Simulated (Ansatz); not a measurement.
Write a Python script for the Ansatz DFT code, driven from Python that makes a single point from an input written key by key of CH6AlNSe, SMILES NC[Se][AlH2]. Level of theory: MP2, def2-SVP basis, multiplicity 1.

The script reads `ch6alnse.yaml`:
```yaml
crystal:
  periodic: [false, false, false]
  atoms:
    - { symbol: "N", position_ang: [-0.8217, 1.2654, 0.5616] }
    - { symbol: C, position_ang: [-0.094, 0.2368, 1.1572] }
    - { symbol: Se, position_ang: [-0.8, -1.4945, 0.5614] }
    - { symbol: Al, position_ang: [0.4871, -1.4494, -1.5312] }
    - { symbol: H, position_ang: [-0.6474, 1.3277, -0.4891] }
    - { symbol: H, position_ang: [-0.5308, 2.2314, 0.9468] }
    - { symbol: H, position_ang: [-0.1682, 0.2957, 2.2664] }
    - { symbol: H, position_ang: [1.0253, 0.3637, 0.8962] }
    - { symbol: H, position_ang: [-0.2628, -0.7782, -2.7683] }
    - { symbol: H, position_ang: [1.8957, -2.0499, -1.5981] }
basis:
  gaussian: { orbitals: def2-SVP }
correlation:
  method: mp2
```

`deck_ch6alnse.py`
```python
'''CH6AlNSe through the session interface.'''

import logging
import sys

import ansatz as az

logging.basicConfig(stream=sys.stdout, format='%(levelname)s %(message)s')
log = logging.getLogger('ch6alnse')
log.setLevel(logging.INFO)


def main() -> None:
    session = az.Session.from_deck('ch6alnse.yaml')
    rep = session.plan(threads=1).execute().report

    for key in ('converged', 'free_energy_ev', 'reference_energy_ev', 'n_frozen', 'n_occupied', 'n_virtual'):
        log.info(f'{key:22s} {rep[key]}')
    symbols = ['N', 'C', 'Se', 'Al', 'H', 'H', 'H', 'H', 'H', 'H']
    print('correlation energy', round(rep['free_energy_ev'] - rep['reference_energy_ev'], 5), 'eV')
    cluster = rep['correlation'].get('coupled_cluster')
    if cluster:
        print('cycles', cluster['cycles'], ' T1 diagnostic', round(cluster['t1_diagnostic'], 4), ' largest double', round(cluster['largest_double'], 4))


if __name__ == '__main__':
    main()
```

```console
$ python deck_ch6alnse.py
INFO converged              True
INFO free_energy_ev         -74497.33682283557
INFO reference_energy_ev    -74480.51665015872
INFO n_frozen               16
INFO n_occupied             [17, 17]
INFO n_virtual              [75, 75]
correlation energy -16.82017 eV
```

Caveats:
- Total energies depend on the basis set; only differences at equal settings carry meaning.
- The geometry is a force-field or estimated start, not a minimum of this method, and the basis set is short of its limit.
- The whole script took 1.9 s on 1 thread of Arm Neoverse V2, with other jobs on the host, peak memory 0.25 GiB.
